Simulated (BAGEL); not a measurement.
**GeNH3Cl (SMILES [NH2][GeH][Cl]) at UHF/3-21G (density fitting with qzvpp-jkfit)**

Aim: the vertical doublet–quartet gap of GeNH3Cl at UHF/3-21G (density fitting with qzvpp-jkfit), from 2 runs. 

Program for the calculation: BAGEL 1.2.2.

## Step 1: The molecule

GeNH3Cl has 6 atoms, charge 0, and is taken as a doublet. As SMILES, `[NH2][GeH][Cl]`. Geometry: relaxed at PBE0-D4/def2-TZVP. This is one conformer, not always the lowest.

Bond lengths: N1–Ge2 1.836 Å, Ge2–Cl3 2.169 Å, N1–H4 1.011 Å, N1–H5 1.011 Å, Ge2–H6 1.560 Å. Angles: N1–Ge2–Cl3 104.1°, N1–Ge2–H6 106.5°, Cl3–Ge2–H6 107.8°, Ge2–N1–H4 115.7°, Ge2–N1–H5 115.6°, H4–N1–H5 109.9°.

## Step 2: The energy at UHF/3-21G (density fitting with qzvpp-jkfit)

Contents of input.json:

```json
{ "bagel" : [

{
  "title" : "molecule",
  "basis" : "3-21g",
  "df_basis" : "qzvpp-jkfit",
  "angstrom" : "true",
  "geometry" : [
    { "atom" : "N", "xyz" : [   -0.446300,    0.317900,   -0.788300 ] },
    { "atom" : "Ge", "xyz" : [    0.075400,   -0.151000,    0.908100 ] },
    { "atom" : "Cl", "xyz" : [    1.243000,   -1.956900,    0.623300 ] },
    { "atom" : "H", "xyz" : [   -0.984500,    1.171200,   -0.861400 ] },
    { "atom" : "H", "xyz" : [   -0.888700,   -0.414300,   -1.327200 ] },
    { "atom" : "H", "xyz" : [    1.043200,    0.969100,    1.399300 ] }
  ]
},
{
  "title" : "uhf",
  "nopen" : 1
},
{
  "title" : "print",
  "file" : "orbitals.molden",
  "orbitals" : "true"
}

]}
```

Started as:

```
$ BAGEL_NUM_THREADS=1 BAGEL input.json > input.out
```

Output:

```text
* using 1 threads per process

  ===============================================================
  ===============================================================

  *** Geometry ***

  { "atom" : "N", "xyz" : [     -0.843385,      0.600744,     -1.489671 ] },
  { "atom" : "Ge", "xyz" : [      0.142485,     -0.285349,      1.716060 ] },
  { "atom" : "Cl", "xyz" : [      2.348930,     -3.698005,      1.177866 ] },
  { "atom" : "H", "xyz" : [     -1.860435,      2.213247,     -1.627810 ] },
  { "atom" : "H", "xyz" : [     -1.679400,     -0.782914,     -2.508045 ] },
  { "atom" : "H", "xyz" : [      1.971362,      1.831334,      2.644294 ] },

  Number of auxiliary basis functions:      525

  Since a DF basis is specified, we compute 2- and 3-index integrals:
    o Being stored without compression. Storage requirement is 0.011 GB

  Number of basis functions:       50
  Number of electrons      :       59

    * METHOD: MOLECULE                             0.36

  *** Open-shell HF ***

  === Nuclear Repulsion ===
   259.0768003271

      * DIIS with orbital gradients will be used.

  === UHF iteration (3-21g) ===
      0      -2578.43881759          0.04322783           0.15
      1      -2578.52325156          0.02500216           0.15
      2      -2578.54426311          0.01578012           0.15
      3      -2578.55489838          0.00081444           0.15
      4      -2578.55518895          0.00036653           0.15
      5      -2578.55525894          0.00014962           0.15
      6      -2578.55527859          0.00004853           0.17
      7      -2578.55528275          0.00002621           0.17
      8      -2578.55528389          0.00001476           0.20
      9      -2578.55528429          0.00000723           0.16
     10      -2578.55528433          0.00000213           0.15
     11      -2578.55528434          0.00000115           0.17
     12      -2578.55528434          0.00000084           0.15
     13      -2578.55528435          0.00000048           0.15
     14      -2578.55528435          0.00000020           0.16
     15      -2578.55528435          0.00000009           0.15
     16      -2578.55528435          0.00000006           0.15
     17      -2578.55528435          0.00000003           0.16
     18      -2578.55528435          0.00000002           0.17
     19      -2578.55528435          0.00000001           0.15
     20      -2578.55528435          0.00000001           0.15
    * SCF iteration converged.

    * S^2 (UHF) is 0.7591

    * Permanent dipole moment:
           (    1.430305,    -1.080750,    -0.106227) a.u.

    * METHOD: UHF                                  3.59

    * METHOD: PRINT                                0.02

  ===============================================================
```

It took 4.2 s on 1 thread of Arm Neoverse N1, shared host; peak memory 0.09 GiB.

## Step 3: The quartet

Contents of calc.json:

```json
{ "bagel" : [

{
  "title" : "molecule",
  "basis" : "3-21g",
  "df_basis" : "qzvpp-jkfit",
  "angstrom" : true,
  "geometry" : [
    { "atom" : "N", "xyz" : [   -0.446300,    0.317900,   -0.788300 ] },
    { "atom" : "Ge", "xyz" : [    0.075400,   -0.151000,    0.908100 ] },
    { "atom" : "Cl", "xyz" : [    1.243000,   -1.956900,    0.623300 ] },
    { "atom" : "H", "xyz" : [   -0.984500,    1.171200,   -0.861400 ] },
    { "atom" : "H", "xyz" : [   -0.888700,   -0.414300,   -1.327200 ] },
    { "atom" : "H", "xyz" : [    1.043200,    0.969100,    1.399300 ] }
  ]
},
{
  "title" : "uhf",
  "nopen" : 3
},
{
  "title" : "print",
  "file" : "orbitals.molden",
  "orbitals" : true
}

]}
```

Started as:

```
$ BAGEL_NUM_THREADS=1 BAGEL calc.json > calc.out
```

Output:

```text
* using 1 threads per process

  ===============================================================
  ===============================================================

  *** Geometry ***

  { "atom" : "N", "xyz" : [     -0.843385,      0.600744,     -1.489671 ] },
  { "atom" : "Ge", "xyz" : [      0.142485,     -0.285349,      1.716060 ] },
  { "atom" : "Cl", "xyz" : [      2.348930,     -3.698005,      1.177866 ] },
  { "atom" : "H", "xyz" : [     -1.860435,      2.213247,     -1.627810 ] },
  { "atom" : "H", "xyz" : [     -1.679400,     -0.782914,     -2.508045 ] },
  { "atom" : "H", "xyz" : [      1.971362,      1.831334,      2.644294 ] },

  Number of auxiliary basis functions:      525

  Since a DF basis is specified, we compute 2- and 3-index integrals:
    o Being stored without compression. Storage requirement is 0.011 GB

  Number of basis functions:       50
  Number of electrons      :       59

    * METHOD: MOLECULE                             0.35

  *** Open-shell HF ***

  === Nuclear Repulsion ===
   259.0768003271

      * DIIS with orbital gradients will be used.

  === UHF iteration (3-21g) ===
      0      -2578.20332381          0.02702772           0.15
      1      -2578.29291503          0.01597893           0.15
      2      -2578.31956423          0.00738419           0.15
      3      -2578.32756204          0.00328806           0.15
      4      -2578.33469571          0.00173207           0.15
      5      -2578.33673401          0.00117770           0.15
      6      -2578.33806349          0.00065097           0.15
      7      -2578.33871659          0.00031417           0.15
      8      -2578.33898720          0.00022731           0.15
      9      -2578.33916206          0.00019286           0.15
     10      -2578.33946821          0.00013680           0.15
     11      -2578.33967906          0.00008598           0.15
     12      -2578.33975185          0.00003025           0.15
     13      -2578.33975896          0.00001815           0.15
     14      -2578.33975920          0.00000811           0.15
     15      -2578.33975939          0.00000408           0.15
     16      -2578.33975942          0.00000178           0.15
     17      -2578.33975942          0.00000108           0.15
     18      -2578.33975942          0.00000056           0.15
     19      -2578.33975942          0.00000035           0.15
     20      -2578.33975942          0.00000023           0.15
     21      -2578.33975942          0.00000013           0.15
     22      -2578.33975942          0.00000006           0.15
     23      -2578.33975942          0.00000003           0.15
     24      -2578.33975942          0.00000001           0.15
     25      -2578.33975942          0.00000001           0.15
    * SCF iteration converged.

    * S^2 (UHF) is 3.7616

    * Permanent dipole moment:
           (    1.750066,    -1.454305,     2.095276) a.u.

    * METHOD: UHF                                  4.13

    * METHOD: PRINT                                0.01

  ===============================================================
```

It took 4.8 s on 1 thread of Arm Neoverse N1, shared host; peak memory 0.09 GiB.

## Step 4: Summary of results

Level: UHF/3-21G (density fitting with qzvpp-jkfit).

| quantity | value |
| --- | --- |
| doublet: total energy | -2578.55528 Eh |
| doublet: dipole moment | 4.56 D |
| doublet: ⟨S²⟩ | 0.759 |
| quartet: total energy | -2578.33976 Eh |
| quartet: dipole moment | 7.86 D |
| quartet: ⟨S²⟩ | 3.762 |
| vertical energy of the quartet above the doublet | 5.865 eV |

At this shape the quartet lies 5.86 eV (135 kcal/mol) above the doublet.
